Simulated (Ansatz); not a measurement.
The system is Ni3GeC.

```
Ge Ni C
1.0
     3.80871    0.00000    0.00000
     0.00000    3.80871    0.00000
     0.00000    0.00000    3.80871
Ge Ni C
1 3 1
Direct
  0.00000 0.00000 0.00000
  0.50000 0.00000 0.50000
  0.50000 0.50000 0.00000
  0.00000 0.50000 0.50000
  0.50000 0.50000 0.50000
```

The cell comes from a database or a generator and needn't be the stable form of this composition.

```yaml
Program: Ansatz 0.2.0
Task: single point
Functional: PBE
Potentials_or_basis: Ansatz PAW
Cutoff: "420 eV (not typed: the program's choice for these potentials)"
k_mesh: 7 × 7 × 7
Occupations: fermi-dirac, width 0.05 eV
Spin: collinear spin, ferromagnetic start
Starting_moments: "[0.0, 1.0, 1.0, 1.0, 0.0] μB"
```

On this cell: pressure 0.6 GPa; largest force zero by symmetry; net moment 0.00 μB per cell; band gap on the k mesh none (metal or under the smearing width).

The same run follows on a disturbed copy (atoms moved at random, drawn with an rms of 0.05 Å):

```
CELL_PARAMETERS angstrom
3.80871 0.00000 0.00000
0.00000 3.80871 0.00000
0.00000 0.00000 3.80871
ATOMIC_POSITIONS crystal
Ge 0.01295 0.00077 0.99214
Ni 0.50410 0.00044 0.49617
Ni 0.48684 0.50683 0.00462
Ni 0.99991 0.49171 0.49156
C 0.49650 0.49074 0.50670
```

Task: What does the disturbed cell give?

Result: The energy (extrapolated to zero smearing) moves by +2.9 meV/atom; pressure 0.9 GPa; largest force 0.498 eV/Å; net moment 0.00 μB per cell; band gap on the k mesh none (metal or under the smearing width).

Forces in eV/Å, atoms in the order of the input:
```
Ge  -0.174 -0.054  0.082
Ni   0.120 -0.453  0.030
Ni   0.020  0.087 -0.042
Ni  -0.208 -0.009  0.007
C    0.241  0.429 -0.076
```

Stress tensor (GPa, compression positive):
```
 0.84  0.00 -0.19
 0.00  1.03  0.16
-0.19  0.16  0.70
```

Caveats: the starting moments weren't kept.
